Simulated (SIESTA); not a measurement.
NiMoIrPdW:

```
Ni Mo Pd Ir W
1.0
     4.11705    0.00000    0.00000
    -2.05853    3.56547    0.00000
     0.00000    0.00000    5.44580
Ni Mo Pd Ir W
1 1 1 1 1
Cartesian
  0.0000 0.0000 5.2157
  2.0585 1.1885 5.2367
  2.0585 1.1885 2.5211
  0.0000 2.3770 3.9521
  0.0000 2.3770 1.2875
```

The cell was built by a generator and needn't be a form met in nature.

Base run:

- Program: SIESTA 5.4.2
- Functional: RPBE
- Potentials or basis: PseudoDojo 0.4 standard (PBE files)
- Basis: DZP (energy shift 0.003 Ry; two zetas on semicore shells)
- Grid cutoff: 800 Ry
- Energy shift: 0.003 Ry
- k mesh: 8 × 8 × 5
- Occupations: fermi-dirac, width 0.05 eV
- Spin: collinear spin, ferromagnetic start
- Starting moments: [1.0, 1.0, 0.0, 0.6, 0.0] μB

Its results: band gap on the k mesh none (metal or under the smearing width); pressure 6.3 GPa; net moment 0.00 μB per cell; largest force 0.155 eV/Å.

Problem. The run is repeated on the same cell with these changes: functional from RPBE to PBE. What comes out?

Solution. Band gap on the k mesh none (metal or under the smearing width); pressure 2.7 GPa; net moment 0.00 μB per cell; largest force 0.133 eV/Å.

PBE binds more tightly than RPBE, so the same cell stands under less pressure.

Caveats: short orbitals over semicore shells can move pressures by several GPa; the valence orbitals were made in a potential fitted to the semicore shell under them, which widens gaps by tenths of an eV or more; spin-orbit coupling is left out, which moves the levels of the heavy elements; the basis of atomic orbitals isn't converged, which shifts pressures, moduli and gaps; the potentials were made for another functional, which shifts forces and pressure (some runs).
